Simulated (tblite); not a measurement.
# C7H14Si2: the cost of one run

Computed with tblite 0.8.0 and PySCF 2.14.0, with density-fitted response routines of our own, on a single molecule in the gas phase. Atoms count from 0, in the outputs and in this text.

### 1 The molecule as given

23 atoms, charge 0, multiplicity 1; geometry from: force field or distance geometry start.

Bonds of the start (Å): C0–C1 1.36, C1–C2 1.50, C2–C3 1.51, C3–C4 1.34, C4–C5 1.53, C5–C6 1.53, C5–Si7 1.93, Si7–Si8 2.32, Si8–C3 1.89, C0–H9 1.08, C0–H10 1.08, C1–H11 1.08, C2–H12 1.10, C2–H13 1.10, C4–H14 1.10, C5–H15 1.11, C6–H16 1.09, C6–H17 1.10, C6–H18 1.10, Si7–H19 1.49, Si7–H20 1.49, Si8–H21 1.48, Si8–H22 1.50.

### 2 Relaxing the molecule with GFN2-xTB

The job: settings as JSON, then the geometry in Å.

```
{"job": {"kind": "relax", "xc": "GFN2-xTB", "basis": "xTB"}, "charge": 0, "multiplicity": 1}
C      3.645900    -0.908800    -0.659000
C      2.614600    -0.039100    -0.789900
C      1.956200     0.641400     0.377400
C      0.481200     0.312600     0.448500
C     -0.508200     1.115600     0.030900
C     -1.996000     0.784100     0.136300
C     -2.643400     0.798200    -1.250700
Si    -2.259100    -0.876500     1.092900
Si     0.007500    -1.318000     1.288400
H      4.042800    -1.174500     0.315200
H      4.078100    -1.368800    -1.536800
H      2.243200     0.191700    -1.772800
H      2.443800     0.418300     1.333200
H      2.073800     1.726200     0.230100
H     -0.261400     2.083500    -0.431100
H     -2.464300     1.565200     0.763500
H     -2.508700     1.770800    -1.731200
H     -2.215600     0.024700    -1.904800
H     -3.722200     0.610100    -1.171600
H     -2.936600    -0.635100     2.400300
H     -3.000200    -1.865100     0.252400
H      0.440800    -2.489400     0.493100
H      0.483100    -1.340000     2.709600
```

Run with:

```sh
$ OMP_NUM_THREADS=1 python probes_run.py task.json out
```

This one command runs all jobs of the session in turn.

Q: Estimate the wall time of this first job on 1 thread of Arm Neoverse N1, shared host.

About 1.1 s.
